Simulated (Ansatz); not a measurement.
# Co: other elements on the same sites

The task here is to estimate one member of a computed series from the others.

Program: Ansatz 0.2.0. Level of theory: DFT PBEsol, scalar-relativistic, plane waves, PAW. These are calculated values, not measurements.

1 further run of the same task is left out (set aside as unsound or not needed).

### The system as given

Symmetry: P6_3/mmc, No. 194, hexagonal system. Conventional cell: a = 2.455 Å, b = 2.455 Å, c = 7.965 Å, α = 90.00°, β = 90.00°, γ = 120.00°. Around Co (site symmetry -3m) lie 12 Co at 2.44 to 2.46 Å. Co (site symmetry -6m2) has 12 Co at 2.44 to 2.46 Å as nearest neighbours.

Coordinates:

```xyz
4
Lattice="2.4552 0.0000 0.0000 -1.2276 2.1263 0.0000 0.0000 0.0000 7.9648" Properties=species:S:1:pos:R:3 pbc="T T T"
Co    0.0000    0.0000    0.0000
Co    0.0000    1.4175    1.9912
Co    0.0000    0.0000    3.9824
Co    1.2276    0.7088    5.9736
```

It goes back to an entry of the Materials Project.

It is the result of an earlier relaxation at this level (volume 10.40 Å³/atom; gap on the mesh: none (metal), site moments up to 1.7 μB).

The first run:

Contents of input.yaml:

```yaml
crystal:
  lattice:
    - [2.6229037487, 0.0, 0.0]
    - [-1.3114518744, 2.2715012781, 0.0]
    - [0.0, 0.0, 8.5088452483]
  atoms:
    - { symbol: Sn, position: [0.0, 0.0, 0.0] }
    - { symbol: Sn, position: [0.3333333333, 0.6666666667, 0.25] }
    - { symbol: Sn, position: [0.0, 0.0, 0.5] }
    - { symbol: Sn, position: [0.6666666667, 0.3333333333, 0.75] }
basis:
  ecutwfc: 420
kpoints:
  mp_grid: { grid: [6, 6, 2] }
hamiltonian:
  xc: pbesol
scf:
  occupations: { method: gaussian, width: 0.1 }
output:
  forces: true
  stress: true
  eigenvalues: true
```

Started as:

```console
ansatz run input.yaml --threads 1 --pin off --max-ram 2560MiB --backend cpu --events-out ev --progress --plain --runs-dir out
```

Among the steps run: Quick check of gap, pressure and forces (Sn); Coarse relaxation (Sn); The relaxation (Sn); Quick check of gap, pressure and forces (Mg); A loose first relaxation (Mg); The relaxation (Mg).

One table of the session follows, with a row left open; its other results are not shown here.

Lengths are those of the vectors of the cell that was run:

| swap | volume (Å³/atom) | a (Å) | b (Å) | c (Å) |
| --- | --- | --- | --- | --- |
| none | 10.40 | 2.455 | 2.455 | 7.965 |
| Co → Sr | 52.12 | 4.190 | 4.190 | 13.712 |
| Co → Cu | 11.32 | 2.520 | 2.520 | 8.235 |
| Co → Sn | ? | ? | ? | ? |
| Co → Mg | 22.55 | 3.188 | 3.188 | 10.247 |

Q: Estimate the row for Co → Sn from the others.

As computed: volume (Å³/atom): 26.37; a (Å): 3.365; b (Å): 3.365; c (Å): 10.761. In the column «volume (Å³/atom)» it lies between Co → Mg (22.55) and Co → Sr (52.12).

Lengths are those of the computed cell. Rows of earlier swaps come from the sessions before.
